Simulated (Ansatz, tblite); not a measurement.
# Al6As6 wurtzite hole sphere (Al6As6H18): a ladder of methods and basis sets

An exercise on one series of results from a longer session: the logs are not shown, and one member is left open.

Method: as each input shows; program: Ansatz 0.2.0, Gaussian basis.

The runs, in order: GFN1-xTB, GFN2-xTB, PBE-D4/def2-TZVP, r2SCAN-D4/def2-TZVP, PBE-D4/def2-SVP, PBE0-D4/def2-SVP.

1 further run of the same task is left out (set aside as unsound or not needed). Runs told in other sessions of the task aren't counted.

**The geometry**

The singlet was relaxed beforehand with PBE-D4/def2-SVP.

30 atoms, charge 0, spin multiplicity 1.

Bond lengths: As1–Al2 2.526 Å, As1–Al7 2.526 Å, As1–H13 1.521 Å, As1–H14 1.528 Å, Al2–As4 2.456 Å, Al2–As5 2.526 Å, Al2–H15 1.596 Å, Al3–As4 2.525 Å, Al3–As8 2.525 Å, Al3–H16 1.616 Å, Al3–H17 1.602 Å, As4–Al6 2.525 Å, As4–H18 1.528 Å, As5–Al10 2.526 Å, As5–H19 1.528 Å, As5–H20 1.521 Å, Al6–As12 2.525 Å, Al6–H21 1.616 Å and more. Angles: Al2–As1–Al7 121.4°, Al2–As1–H13 108.6°, Al2–As1–H14 108.7°, Al7–As1–H13 108.7°, Al7–As1–H14 108.8°, H13–As1–H14 98.1°, As1–Al2–As4 104.5°, As1–Al2–As5 96.1°, As1–Al2–H15 111.8°, As4–Al2–As5 104.5°, As4–Al2–H15 123.9°, As5–Al2–H15 112.2°, As4–Al3–As8 97.6°, As4–Al3–H16 106.2°, As4–Al3–H17 110.5°, As8–Al3–H16 106.5°, As8–Al3–H17 110.5°, H16–Al3–H17 122.6° and more.

PBE0-D4/def2-TZVP was run before; its log isn't repeated, and its numbers join the tables.

Set-up of the first run:

Tight binding, by tblite at 300 K electronic temperature and without a spin-polarisation term:

```python
tblite.interface.Calculator('GFN1-xTB', numbers, positions, charge=0, uhf=0).singlepoint()
```

Tight binding, by tblite at 300 K electronic temperature and without a spin-polarisation term:

```python
tblite.interface.Calculator('GFN2-xTB', numbers, positions, charge=0, uhf=0).singlepoint()
```

start.molden holds the orbitals of an earlier run on this state, given as this run's starting guess.

in.yaml reads:

```yaml
crystal:
  periodic: [false, false, false]
  atoms:
    - {symbol: As, position_ang: [-0.002993, -2.172042, -1.916859]}
    - {symbol: Al, position_ang: [-2.204524, -1.272262, -1.065513]}
    - {symbol: Al, position_ang: [0.003625, -2.595411, 2.080847]}
    - {symbol: As, position_ang: [-1.897260, -1.095855, 1.364323]}
    - {symbol: As, position_ang: [-1.881062, 1.083692, -1.917323]}
    - {symbol: Al, position_ang: [-2.247869, 1.300596, 2.078581]}
    - {symbol: Al, position_ang: [2.201521, -1.272402, -1.072667]}
    - {symbol: As, position_ang: [1.901580, -1.094943, 1.357901]}
    - {symbol: As, position_ang: [1.876772, 1.083820, -1.923709]}
    - {symbol: Al, position_ang: [-0.000901, 2.543299, -1.071672]}
    - {symbol: Al, position_ang: [2.253485, 1.301609, 2.071012]}
    - {symbol: As, position_ang: [0.001511, 2.194251, 1.358834]}
    - {symbol: H, position_ang: [-0.002895, -3.684709, -1.760683]}
    - {symbol: H, position_ang: [-0.006644, -2.113723, -3.443832]}
    - {symbol: H, position_ang: [-3.447869, -1.996495, -1.755457]}
    - {symbol: H, position_ang: [-0.002623, -3.850049, 1.062844]}
    - {symbol: H, position_ang: [0.006069, -2.774761, 3.672886]}
    - {symbol: H, position_ang: [-3.162979, -1.828379, 1.808756]}
    - {symbol: H, position_ang: [-1.829529, 1.051455, -3.444310]}
    - {symbol: H, position_ang: [-3.191363, 1.840133, -1.763181]}
    - {symbol: H, position_ang: [-3.334021, 1.925407, 1.058531]}
    - {symbol: H, position_ang: [-2.405075, 1.392304, 3.670360]}
    - {symbol: H, position_ang: [3.444258, -1.992941, -1.767556]}
    - {symbol: H, position_ang: [3.168466, -1.826247, 1.800806]}
    - {symbol: H, position_ang: [1.817308, 1.051868, -3.450368]}
    - {symbol: H, position_ang: [3.187687, 1.840395, -1.776658]}
    - {symbol: H, position_ang: [0.002388, 3.980661, -1.764757]}
    - {symbol: H, position_ang: [2.416547, 1.392958, 3.662282]}
    - {symbol: H, position_ang: [3.333602, 1.930096, 1.046615]}
    - {symbol: H, position_ang: [0.002797, 3.657675, 1.799938]}
basis:
  gaussian: {orbitals: def2-TZVP, fitting: {mean_field: def2-universal-jkfit}, initial_orbitals: start.molden}
hamiltonian: {xc: pbe, dispersion: d4}
scf: {omitted_lower_state_checks: [starts]}
output: {forces: true, orbitals: {seedname: orbitals}}
```

Run with:

```sh
> ansatz run in.yaml --threads 2 --pin off --events-out ev --progress --plain --max-ram 32768MiB --backend cuda --devices 0, --max-vram 18GiB
```

Steps of the session up to this table: PBE-D4/def2-TZVP; r2SCAN-D4/def2-TZVP; PBE-D4/def2-SVP; PBE0-D4/def2-SVP.

One table of the session follows, with a row left open; its other results are not shown here.

It belongs to the step «Binding energy». 

```
              level  binding an atom (eV)
    PBE-D4/def2-SVP                 2.713
   PBE-D4/def2-TZVP                 2.700
r2SCAN-D4/def2-TZVP                 2.729
   PBE0-D4/def2-SVP                     ?
  PBE0-D4/def2-TZVP                 2.693
```

Q: Estimate the row for PBE0-D4/def2-SVP from the others.

The run gave: binding an atom (eV): 2.704. In the column «binding an atom (eV)» it lies between PBE-D4/def2-TZVP (2.700) and PBE-D4/def2-SVP (2.713).

Caveats from the session: Free atoms were run apart at each level; binding is atoms less cluster, divided by the number of atoms, without zero-point or spin-orbit terms.
